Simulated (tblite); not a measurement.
# C6H14B2: the cost of one run

The runs use tblite 0.8.0 and PySCF 2.14.0, with density-fitted response routines of our own; the level of theory stands in each step. All values are computed, except where a source is named. Atoms count from 0, in the outputs and in this text.

## Step 1: The molecule as given

22 atoms, charge 0, multiplicity 1; geometry from: force field or distance geometry start.

Bonds of the start (Å): B0–B1 1.65, B1–C2 1.56, C2–C3 1.52, C3–C4 1.30, C3–C5 1.49, C5–C6 1.49, C6–C7 1.51, B0–H8 1.18, B0–H9 1.18, B1–H10 1.21, C2–H11 1.12, C2–H12 1.10, C4–H13 1.12, C4–H14 1.06, C5–H15 1.12, C5–H16 1.13, C6–H17 1.12, C6–H18 1.13, C7–H19 1.12, C7–H20 1.14, C7–H21 1.09.

## Step 2: Optimising the geometry with GFN2-xTB

What the job is given:

```
{"job": {"kind": "relax", "xc": "GFN2-xTB", "basis": "xTB"}, "charge": 0, "multiplicity": 1}
B      2.242600     2.024000     0.692900
B      2.107800     0.436200     1.129800
C      1.782700    -0.745800     0.158300
C      0.346700    -0.713500    -0.341300
C      0.173600    -0.615900    -1.627800
C     -0.727300    -0.814100     0.681600
C     -2.078500    -0.699000     0.061500
C     -2.278300     0.626500    -0.628600
H      1.389100     2.532400     0.047100
H      2.921500     2.770700     1.302300
H      2.795600     0.142500     2.082400
H      1.915300    -1.705000     0.727500
H      2.444700    -0.681000    -0.714300
H      1.105600    -0.551000    -2.238500
H     -0.740800    -0.579500    -2.166300
H     -0.572500    -0.104800     1.540000
H     -0.618100    -1.851600     1.118300
H     -2.199500    -1.487800    -0.722300
H     -2.908100    -0.883000     0.813500
H     -2.794400     0.455000    -1.611100
H     -2.972700     1.274500     0.005800
H     -1.345500     1.189700    -0.712400
```

Run with:

```sh
> OMP_NUM_THREADS=1 python probes_run.py task.json out
```

One launch serves the whole session: the jobs run in the order shown.

**Question.** How long does this first job take on 1 thread of Intel Xeon at 2.50GHz, shared host, and how much memory does it need?

About 6.3 s, with a peak of 0.18 GiB.
